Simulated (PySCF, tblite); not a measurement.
# C2H11NOSi2, a small molecule taken as a stand-in for a surface group: NMR shifts, core binding energies and electronic excitations

Wanted: the NMR shifts, core binding energies and electronic excitations for `C[Si](C)(O)N[SiH3]`.

Programs: tblite 0.8.0 and PySCF 2.14.0. All values are calculated, for the isolated system unless a continuum is named. Atoms count from 0, parts from 1.

## Step 1: Starting point

17 atoms, charge 0, multiplicity 1; geometry: distance geometry start.

## Step 2: Geometry optimisation with GFN2-xTB

The job: settings as JSON, then the geometry in Å.

```
{"job": {"kind": "relax", "xc": "GFN2-xTB", "basis": "xTB"}, "charge": 0, "multiplicity": 1}
Si     2.075548     0.010626    -1.569767
C      3.650763    -0.472020    -0.757777
C      1.743885    -1.101221    -2.979895
N      0.726711    -0.074204    -0.376069
Si     0.350703     1.447264     0.525550
O      2.219231     1.673288    -2.177934
H      3.818704     0.130072     0.094397
H      3.624673    -1.488396    -0.480642
H      4.454395    -0.332253    -1.416508
H      2.638266    -1.521306    -3.317686
H      1.118392    -1.874075    -2.672987
H      1.311819    -0.585921    -3.770973
H      0.638610    -0.940859     0.141125
H      0.629699     2.568116    -0.283348
H      1.157028     1.506550     1.704036
H     -1.024256     1.466703     0.927721
H      1.747457     2.018679    -2.959888
```

With the program's defaults for keys left out, this is: GFN2-xTB geometry optimisation, gas phase.

Run with:

```
> OMP_NUM_THREADS=1 python cluster_run.py task.json out
```

This one command runs all jobs of the session in turn.

The log of the run:

```text
step      E/eV     max force
  0    -554.76905    3.863
  1    -555.21445    1.837
  2    -555.36993    0.689
  3    -555.39336    0.455
  4    -555.48633    0.789
  5    -555.51615    0.463
  6    -555.52743    0.247
  7    -555.53584    0.358
  8    -555.54803    0.444
  9    -555.55799    0.349
 10    -555.56595    0.246
 11    -555.57342    0.331
 12    -555.58390    0.503
 13    -555.59927    0.532
 14    -555.61479    0.326
 15    -555.62305    0.217
 16    -555.62664    0.149
 17    -555.63001    0.144
 18    -555.63304    0.192
 19    -555.63609    0.170
 20    -555.63882    0.136
 21    -555.64151    0.137
 22    -555.64410    0.154
 23    -555.64665    0.146
 24    -555.64847    0.093
 25    -555.65008    0.095
 26    -555.65200    0.120
 27    -555.65491    0.185
 28    -555.65804    0.169
 29    -555.66061    0.097
 30    -555.66268    0.108
 31    -555.66491    0.138
 32    -555.66703    0.137
 33    -555.66833    0.068
 34    -555.66880    0.053
 35    -555.66913    0.054
 36    -555.66952    0.073
 37    -555.67017    0.070
 38    -555.67051    0.040
 39    -555.67073    0.032
 40    -555.67085    0.029
 41    -555.67100    0.029
 42    -555.67117    0.028
 43    -555.67136    0.035
 44    -555.67157    0.045
 45    -555.67180    0.038
 46    -555.67204    0.036
 47    -555.67229    0.039
 48    -555.67254    0.064
 49    -555.67278    0.072
 50    -555.67302    0.060
 51    -555.67329    0.040
 52    -555.67362    0.048
 53    -555.67408    0.070
 54    -555.67473    0.082
 55    -555.67546    0.073
 56    -555.67609    0.046
 57    -555.67650    0.039
 58    -555.67679    0.042
 59    -555.67712    0.048
 60    -555.67760    0.073
 61    -555.67797    0.066
 62    -555.67865    0.067
 63    -555.67922    0.039
 64    -555.67946    0.029
 65    -555.67966    0.031
 66    -555.67990    0.039
 67    -555.68021    0.045
 68    -555.68065    0.048
 69    -555.68122    0.046
 70    -555.68180    0.041
 71    -555.68215    0.035
 72    -555.68232    0.036
 73    -555.68246    0.054
 74    -555.68272    0.046
 75    -555.68306    0.038
 76    -555.68334    0.048
 77    -555.68352    0.044
 78    -555.68381    0.036
 79    -555.68412    0.038
 80    -555.68442    0.043
 81    -555.68461    0.028
 82    -555.68479    0.030
 83    -555.68502    0.038
 84    -555.68528    0.053
 85    -555.68557    0.057
 86    -555.68585    0.035
 87    -555.68607    0.036
 88    -555.68627    0.035
 89    -555.68653    0.034
 90    -555.68676    0.037
 91    -555.68693    0.036
 92    -555.68707    0.030
 93    -555.68720    0.031
 94    -555.68730    0.026
 95    -555.68738    0.014
 96    -555.68742    0.016
 97    -555.68746    0.018
 98    -555.68750    0.015
 99    -555.68754    0.015
100    -555.68758    0.014
101    -555.68761    0.013
102    -555.68764    0.014
103    -555.68767    0.014
104    -555.68770    0.016
105    -555.68774    0.017
106    -555.68778    0.015
107    -555.68780    0.012
108    -555.68782    0.009
109    -555.68783    0.009
110    -555.68785    0.010
111    -555.68786    0.010
112    -555.68788    0.013
113    -555.68791    0.015
114    -555.68795    0.019
115    -555.68800    0.017
116    -555.68804    0.014
117    -555.68806    0.011
118    -555.68808    0.013
119    -555.68809    0.015
120    -555.68810    0.010
121    -555.68811    0.008
```

Run time: 8.3 s. Hardware: 1 thread of AMD EPYC, shared host.

The steps of the relaxation:

```tsv
step	energy from step 0 (eV)	largest force (eV/Å)
0	0.0000	3.8631
5	-0.7471	0.4632
10	-0.7969	0.2462
15	-0.8540	0.2171
20	-0.8698	0.1368
25	-0.8810	0.0940
30	-0.8936	0.1079
35	-0.9001	0.0547
40	-0.9018	0.0286
45	-0.9027	0.0382
50	-0.9040	0.0599
55	-0.9064	0.0733
60	-0.9085	0.0739
65	-0.9106	0.0305
70	-0.9127	0.0409
75	-0.9140	0.0383
80	-0.9154	0.0422
85	-0.9165	0.0571
90	-0.9177	0.0370
95	-0.9183	0.0142
100	-0.9185	0.0142
105	-0.9187	0.0164
110	-0.9188	0.0094
115	-0.9189	0.0168
120	-0.9190	0.0094
121	-0.9191	0.0076
```

Close pairs (by a distance rule), those that changed most:

```tsv
bond	before (Å)	after (Å)	change (Å)
Si0–O5	1.776	1.631	-0.145
N3–Si4	1.808	1.729	-0.079
Si0–C2	1.826	1.902	+0.076
Si0–C1	1.837	1.897	+0.060
Si0–N3	1.803	1.744	-0.059
Si4–H13	1.410	1.464	+0.054
C2–H11	1.038	1.086	+0.048
C2–H10	1.041	1.085	+0.044
```

## Step 3: Relaxing the molecule at PBE0-D3(BJ)/def2-SVP

The job: settings as JSON, then the geometry in Å.

```
{"job": {"xc": "PBE0", "basis": "def2-SVP", "d3": "d3bj", "grid": 2, "kind": "geom", "shake": 0.01}, "charge": 0, "multiplicity": 1}
Si     0.340986    -0.107984    -0.486620
C      1.872427    -0.579849     0.470728
C     -0.146329    -1.352357    -1.845473
N     -1.062465     0.088309     0.510069
Si    -1.423353     1.304402     1.679387
O      0.693531     1.384273    -1.110689
H      2.052128     0.098848     1.305703
H      1.813847    -1.576209     0.866401
H      2.756719    -0.532675    -0.140038
H      0.668350    -1.428959    -2.559055
H     -0.292275    -2.343506    -1.414282
H     -1.026529    -1.068646    -2.359051
H     -1.660676    -0.747909     0.612157
H     -1.362402     2.611620     1.022749
H     -0.477972     1.276824     2.811891
H     -2.778416     1.048053     2.173232
H      0.022916     1.925565    -1.517020
```

The log of the run:

```text
step   0  E = -791.08602878  max force = 0.028575
step   1  E = -791.09163228  max force = 0.006275
step   2  E = -791.09204199  max force = 0.002341
step   3  E = -791.09208749  max force = 0.000553
step   4  E = -791.09210274  max force = 0.000473
step   5  E = -791.09211655  max force = 0.000671
step   6  E = -791.09213336  max force = 0.000684
step   7  E = -791.09216216  max force = 0.000797
step   8  E = -791.09222151  max force = 0.001116
step   9  E = -791.09228020  max force = 0.002434
step  10  E = -791.09238287  max force = 0.001862
step  11  E = -791.09252714  max force = 0.000990
step  12  E = -791.09258905  max force = 0.000810
step  13  E = -791.09262461  max force = 0.000668
step  14  E = -791.09268655  max force = 0.001287
step  15  E = -791.09272772  max force = 0.001110
step  16  E = -791.09276079  max force = 0.000759
step  17  E = -791.09277937  max force = 0.000547
step  18  E = -791.09279627  max force = 0.000656
step  19  E = -791.09282211  max force = 0.000862
step  20  E = -791.09287107  max force = 0.001346
step  21  E = -791.09292351  max force = 0.001789
step  22  E = -791.09298540  max force = 0.001491
step  23  E = -791.09302034  max force = 0.000618
step  24  E = -791.09302762  max force = 0.000376
optimisation converged
```

It took 10 min on 1 thread of AMD EPYC, shared host; peak memory 0.83 GiB.

The steps of the relaxation:

```tsv
step	energy from step 0 (eV)	largest force component (eV/Å)
0	0.0000	1.4694
1	-0.1525	0.3227
2	-0.1636	0.1204
3	-0.1649	0.0284
4	-0.1653	0.0243
5	-0.1657	0.0345
6	-0.1661	0.0352
7	-0.1669	0.0410
8	-0.1685	0.0574
9	-0.1701	0.1252
10	-0.1729	0.0957
11	-0.1768	0.0509
12	-0.1785	0.0417
13	-0.1795	0.0343
14	-0.1812	0.0662
15	-0.1823	0.0571
16	-0.1832	0.0390
17	-0.1837	0.0281
18	-0.1842	0.0337
19	-0.1849	0.0443
20	-0.1862	0.0692
21	-0.1876	0.0920
22	-0.1893	0.0767
23	-0.1903	0.0318
24	-0.1904	0.0193
```

Close pairs (by a distance rule), those that changed most:

```tsv
bond	before (Å)	after (Å)	change (Å)
C2–H11	1.058	1.102	+0.044
Si4–H13	1.464	1.500	+0.035
Si0–C2	1.906	1.872	-0.033
Si4–H15	1.465	1.497	+0.032
C1–H7	1.074	1.101	+0.027
C1–H8	1.076	1.101	+0.025
Si0–O5	1.655	1.675	+0.020
N3–H12	1.033	1.016	-0.017
```

The next job starts from the end point, and lists it.

```tsv
at the end point	value
point group (found at 0.08 Å tolerance)	C1
rotational constants (GHz, main isotopes)	3.207, 1.341, 1.292
dipole moment (D)	2.00
```

## Step 4: NMR shieldings: PBE0/pcSseg-1

The job: settings as JSON, then the geometry in Å.

```
{"job": {"kind": "nmr", "xc": "PBE0", "basis": "pcSseg-1"}, "charge": 0, "multiplicity": 1}
Si     0.334517    -0.050055    -0.520068
C      1.828255    -0.393010     0.536130
C      0.099297    -1.346753    -1.850226
N     -1.139868    -0.021560     0.417637
Si    -1.551096     1.033911     1.735674
O      0.631141     1.461589    -1.177886
H      1.928831     0.363772     1.328956
H      1.753083    -1.382455     1.012453
H      2.746930    -0.367556    -0.070015
H      0.992973    -1.401214    -2.491248
H     -0.059326    -2.345045    -1.411860
H     -0.762424    -1.118427    -2.497773
H     -1.884142    -0.622630     0.075607
H     -2.425513     2.183197     1.331385
H     -0.284627     1.590314     2.296122
H     -2.282207     0.284978     2.805783
H     -0.108793     1.861508    -1.643635
```

Method: GIAO PBE0/pcSseg-1 NMR shielding, non-relativistic, gas phase.

The log of the run:

```text
coarse grid: 14392 points
cycle   1  E = -791.1901529804  dE =  2.767e-01  |g| = 8.640e-01  |ddm| = 3.574e+00
cycle   2  E = -791.0586013456  dE =  1.316e-01  |g| = 1.198e+00  |ddm| = 1.690e+00
cycle   3  E = -791.3349518221  dE = -2.764e-01  |g| = 1.179e-01  |ddm| = 1.142e+00
cycle   4  E = -791.3375727350  dE = -2.621e-03  |g| = 3.532e-02  |ddm| = 1.113e-01
cycle   5  E = -791.3378421438  dE = -2.694e-04  |g| = 9.372e-03  |ddm| = 3.183e-02
cycle   6  E = -791.3378586920  dE = -1.655e-05  |g| = 3.654e-03  |ddm| = 1.039e-02
cycle   7  E = -791.3378614361  dE = -2.744e-06  |g| = 3.846e-04  |ddm| = 2.840e-03
final grid: 127560 points
cycle   8  E = -791.3782462100  dE = -2.042e-05  |g| = 9.204e-03  |ddm| = 1.928e-02
cycle   9  E = -791.3782280825  dE =  1.813e-05  |g| = 1.327e-02  |ddm| = 1.641e-02
cycle  10  E = -791.3782640747  dE = -3.599e-05  |g| = 1.265e-03  |ddm| = 1.014e-02
cycle  11  E = -791.3782644047  dE = -3.300e-07  |g| = 1.417e-04  |ddm| = 1.009e-03
cycle  12  E = -791.3782644089  dE = -4.123e-09  |g| = 3.287e-05  |ddm| = 1.319e-04
cycle  13  E = -791.3782644090  dE = -1.453e-10  |g| = 1.975e-05  |ddm| = 4.902e-05
converged SCF energy = -791.3782644090

GIAO shielding tensors (ppm)
atom      isotropic    diamagn.    paramagn.     s11        s22        s33       span
  0 Si     346.394     881.453    -535.060    328.537    341.132    369.512     40.975
  1 C      186.585     257.205     -70.620    177.361    189.537    192.857     15.497
  2 C      183.577     257.392     -73.815    176.526    180.966    193.239     16.713
  3 N      238.443     327.913     -89.470    214.508    229.073    271.747     57.239
  4 Si     410.486     879.312    -468.826    366.187    393.274    471.998    105.811
  5 O      265.487     390.406    -124.918    238.070    277.448    280.944     42.873
  6 H       30.637      32.191      -1.554     25.984     29.036     36.891     10.907
  7 H       31.552      31.881      -0.329     27.701     28.847     38.107     10.406
  8 H       31.089      30.367       0.721     26.786     28.362     38.119     11.333
  9 H       31.117      30.094       1.023     26.832     28.539     37.980     11.149
 10 H       31.298      31.824      -0.526     27.403     28.951     37.540     10.137
 11 H       31.368      31.407      -0.039     27.279     29.074     37.751     10.473
 12 H       31.404      34.301      -2.897     22.791     30.031     41.391     18.599
 13 H       26.632      28.398      -1.767     22.673     24.706     32.516      9.842
 14 H       26.541      29.748      -3.206     22.808     26.306     30.511      7.703
 15 H       26.690      28.272      -1.581     23.037     24.683     32.350      9.313
 16 H       30.296      32.460      -2.163     23.263     25.036     42.589     19.326
```

Run time: 62 s. Hardware: 1 thread of AMD EPYC, shared host; peak memory 0.87 GiB.

The references, computed at this level on geometries of the same kind, shield at (ppm): ¹H TMS 31.27, ¹³C TMS 184.4, ²⁹Si TMS 352.0, ¹⁵N NH3 265.7, ¹⁷O H2O 334.6. Their shielding less the atom's gives the shift. The references are single molecules in the gas phase, so shifts against H2O, NH3, PH3, H3PO4 or CFCl3 are not on the usual liquid scales and can be off by tens of ppm.

```tsv
atoms	environment	σ (ppm)	δ (ppm)
C2	carbon bonded to Si, 3 H	183.6	0.8
C1	carbon bonded to Si, 3 H	186.6	-2.2
H14	hydrogen on a silicon bonded to N	26.54	4.73
H13	hydrogen on a silicon bonded to N	26.63	4.64
H15	hydrogen on a silicon bonded to N	26.69	4.58
H16	hydrogen on an oxygen bonded to Si	30.30	0.97
H6	hydrogen on a carbon bonded to Si	30.64	0.63
H8	hydrogen on a carbon bonded to Si	31.09	0.18
H9	hydrogen on a carbon bonded to Si	31.12	0.15
H10	hydrogen on a carbon bonded to Si	31.30	-0.03
H11	hydrogen on a carbon bonded to Si	31.37	-0.10
H12	hydrogen on a nitrogen bonded to 2 Si	31.40	-0.14
H7	hydrogen on a carbon bonded to Si	31.55	-0.28
Si0	silicon bonded to 2 C, N, O	346.4	5.6
Si4	silicon bonded to N, 3 H	410.5	-58.5
N3	nitrogen bonded to 2 Si, H	238.4	27.2
O5	oxygen bonded to Si, H	265.5	69.1
```

The run also stored atomic charges by several schemes (e):

```tsv
atoms	Mulliken	IAO	Hirshfeld	ESP fit
Si0	1.14	1.36	0.47	1.23
C1	-0.65	-0.74	-0.22	-0.72
C2	-0.67	-0.75	-0.22	-0.95
N3	-0.86	-0.94	-0.34	-0.96
Si4	0.61	0.73	0.34	0.55
O5	-0.56	-0.79	-0.32	-0.77
```

Mayer bond orders: Si0–C1 0.96, Si0–C2 0.93, Si0–N3 0.92, N3–Si4 0.97, Si0–O5 1.03.

Orbitals, density, ELF and potential are computed afterwards from the orbital file.

Frontier orbitals at PBE0/pcSseg-1, with the share of their density that lies nearest to each atom:

```tsv
orbital	energy (eV)	lies on
HOMO	-7.38	N3 55 %; H13 10 %; O5 7 %
LUMO	0.49	H12 17 %; 4 H atoms about 10 % each; Si4 9 %
```

ELF in a plane through or near 8 of the atoms.

Ten even steps from ' ' (0.00) to '@' (1.00):
```
                                                        
                                                        
                                                        
                ::==--....++%%##..                      
              ::%%@@@@++==@@@@@@++                      
              ++@@@@@@%%**@@@@@@==  ::%%@@**..          
              --@@@@@@==..%%@@%%..  %%@@@@@@++          
                ..--**####%%++    --@@@@@@@@**          
                    ==##++++--..  ::@@@@@@%%--          
          **%%**::::--..**--::--::::::....::..          
        ++@@@@@@%%##@@::**--**%%####..%%++..--..        
        **@@@@@@%%++@@%%..::%%%%%%%%--....####--        
        ..##%%%%**++##**::::++####**--==%%@@%%++..      
            ..==@@@@@@**    ..==--::  ..**%%##--        
              **@@@@@@%%      ....      ::--::          
              --@@@@@@**                                
                ::++--                                  
                                                        
                                                        
                                                        
```
The map spans 11.8 Å across and 10.0 Å up, centred on the molecule. Atoms in the plane (x, y in Å): Si0 (-0.6, 0.0), C1 (-0.7, 1.8), Si4 (2.5, -0.2), H6 (0.1, 2.4), H8 (-1.6, 2.2), H9 (-2.9, -0.7), H11 (-1.9, -2.1), H14 (2.5, 1.2).

log10 of the density (e/Å³) in the same plane.

Values, 10 rows by 14 columns:
```
-4.0 -4.0 -4.0 -4.0 -4.0 -4.0 -4.0 -4.0 -4.0 -4.0 -4.0 -4.0 -4.0 -4.0
-4.0 -4.0 -4.0 -4.0 -3.1 -2.5 -2.3 -2.5 -3.1 -4.0 -4.0 -4.0 -4.0 -4.0
-4.0 -4.0 -4.0 -3.0 -1.5 -0.8 -0.7 -0.6 -1.7 -2.6 -2.6 -3.1 -4.0 -4.0
-4.0 -4.0 -4.0 -2.7 -1.1  0.1  0.5 -0.1 -1.4 -1.2 -1.0 -2.0 -3.1 -4.0
-4.0 -4.0 -3.1 -2.1 -1.6 -0.7 -0.1 -0.6 -1.2 -0.4 -0.1 -1.2 -2.5 -3.7
-4.0 -3.7 -2.0 -0.5 -0.2 -0.1  1.1 -0.1  0.1  0.0  0.9 -0.8 -2.1 -3.3
-4.0 -3.7 -2.1 -0.8  0.0  0.0 -0.8 -0.5 -0.2 -0.7 -0.5 -0.9 -2.1 -3.3
-4.0 -4.0 -3.0 -1.8 -0.6 -0.4 -1.7 -1.8 -1.7 -2.0 -1.9 -2.1 -2.8 -3.8
-4.0 -4.0 -4.0 -3.0 -2.2 -2.1 -2.9 -3.6 -3.6 -3.6 -3.3 -3.4 -3.8 -3.9
-4.0 -4.0 -4.0 -4.0 -4.0 -4.0 -4.0 -4.0 -4.0 -4.0 -4.0 -4.0 -3.9 -3.8
```
The map spans 11.8 Å across and 10.0 Å up, centred on the molecule. Atoms in the plane (x, y in Å): Si0 (-0.6, 0.0), C1 (-0.7, 1.8), Si4 (2.5, -0.2), H6 (0.1, 2.4), H8 (-1.6, 2.2), H9 (-2.9, -0.7), H11 (-1.9, -2.1), H14 (2.5, 1.2).

On the surface of density 0.002 e/bohr³ the electrostatic potential runs, from the 1st to the 99th percentile, from -1.60 V near O5 to 1.85 V near H16.

[end of part 1 of 2]
